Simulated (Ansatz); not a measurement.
**GeH8N2Si: two torsions**

A grid of calculations on GeH₈N₂Si, SMILES [NH2][GeH]([NH2])[SiH3], to see where the energy is lowest and how it rises around there.

Method: RKS PBE-D4/def2-TZVP; program: Ansatz 0.2.0.

**1. The system as given**

SMILES `[NH2][GeH]([NH2])[SiH3]`, 12 atoms, charge 0, spin multiplicity 1.

Atoms are counted from 1 here; the program's logs count them from 0.

Bond lengths: N1–Ge2 1.856 Å, N1–H5 1.027 Å, N1–H6 1.028 Å, Ge2–N3 1.857 Å, Ge2–Si4 2.409 Å, Ge2–H7 1.568 Å, N3–H8 1.027 Å, N3–H9 1.026 Å, Si4–H10 1.509 Å, Si4–H11 1.507 Å, Si4–H12 1.508 Å. Angles: Ge2–N1–H5 113.8°, Ge2–N1–H6 112.3°, H5–N1–H6 108.0°, N1–Ge2–N3 102.8°, N1–Ge2–Si4 105.8°, N1–Ge2–H7 117.1°, N3–Ge2–Si4 116.4°, N3–Ge2–H7 103.7°, Si4–Ge2–H7 111.2°, Ge2–N3–H8 113.1°, Ge2–N3–H9 113.2°, H8–N3–H9 107.9°, Ge2–Si4–H10 112.4°, Ge2–Si4–H11 110.2°, Ge2–Si4–H12 109.8°, H10–Si4–H11 108.3°, H10–Si4–H12 108.0°, H11–Si4–H12 108.1°.

Coordinates:

```xyz
12
charge 0, multiplicity 1
N    -1.4873    1.0911   -0.5072
Ge    0.0276    0.5142    0.3960
N    -0.6811   -0.3364    1.8873
Si    1.2281   -0.8780   -1.1613
H    -1.2882    1.5212   -1.4178
H    -2.0410    1.7577    0.0452
H     0.9610    1.6175    1.0052
H    -1.1507   -1.2214    1.6611
H     0.0174   -0.5277    2.6147
H     1.6263   -0.1320   -2.4106
H     0.3811   -2.0570   -1.5650
H     2.4840   -1.4040   -0.5137
```

This geometry comes from a loose relaxation at PBE in a small basis, which is not shown.

**3. Setting up the map**

First coordinate, dihedral Si4–Ge2–N3–H8: 9 values from −180 to 140 °, periodic. Second coordinate, dihedral H5–N1–Ge2–Si4: 9 values from −180 to 140 °, periodic.

Nothing else is relaxed (all other coordinates rigid). Energies count from the relaxed molecule at the same level. Points are written as (first, second).

(The set-up runs are not shown.)

**4. Point (140°, −60°)**

File input.yaml:

```yaml
crystal:
  periodic: [false, false, false]
  atoms:
    - { symbol: "N", position_ang: [-1.468861, 1.10689, -0.509066] }
    - { symbol: Ge, position_ang: [0.044556, 0.510198, 0.395824] }
    - { symbol: "N", position_ang: [-0.685342, -0.167391, 1.969924] }
    - { symbol: Si, position_ang: [1.104775, -1.080547, -1.065965] }
    - { symbol: H, position_ang: [-1.261494, 1.555713, -1.401881] }
    - { symbol: H, position_ang: [-2.022571, 1.755302, 0.053749] }
    - { symbol: H, position_ang: [1.039211, 1.610654, 0.891667] }
    - { symbol: H, position_ang: [-0.528016, 0.442004, 2.773905] }
    - { symbol: H, position_ang: [-1.686805, -0.352228, 1.901638] }
    - { symbol: H, position_ang: [1.387204, -0.497296, -2.417534] }
    - { symbol: H, position_ang: [0.219074, -2.274692, -1.239513] }
    - { symbol: H, position_ang: [2.401687, -1.534061, -0.4702] }
basis:
  gaussian: { orbitals: def2-TZVP }
hamiltonian:
  xc: pbe
  dispersion: d4
output:
  forces: true
```

The run is started by

```sh
> ansatz run input.yaml --threads 1 --pin off --max-ram 2560MiB --backend cpu --events-out ev --progress --plain --runs-dir out
```

Further runs follow: the other points that were computed.

What does the calculation give? Wanted: lowest point; highest computed point; dipole moment; largest force on an atom.

**Answer**, as computed:

| quantity | value |
| --- | --- |
| lowest point | (−60°, −60°), 1.4 kJ/mol |
| highest computed point | (−140°, 140°), 30.4 kJ/mol above the lowest |
| dipole moment (D) | 0.27 at (−60°, −60°) to 2.15 at (100°, −100°); 0.27 at the lowest point |
| largest force on an atom (eV/Å) | 0.08 at (−60°, −60°) to 1.00 at (−140°, −180°); 0.08 at the lowest point |
| time for the whole task | 11 min on 1 thread, shared host |

What this shows: The lowest computed point is at (−60°, −60°), 1.4 kJ/mol from the relaxed molecule at the same level. Higher local minima lie near (−60°, 140°) (8.2 kJ/mol above the lowest at that grid point); (140°, −60°) (8.3 kJ/mol above the lowest at that grid point). The highest computed point, (−140°, 140°), lies 30.4 kJ/mol above the lowest. On the interpolated surface the easiest way out of the lowest well to the well at (−60°, 140°) passes a barrier of about 15 kJ/mol. Round the minimum the valley is somewhat tilted: raising dihedral Si4–Ge2–N3–H8 shifts the best value of dihedral H5–N1–Ge2–Si4 downwards (coupling k₁₂/√(k₁₁k₂₂) about 0.3).
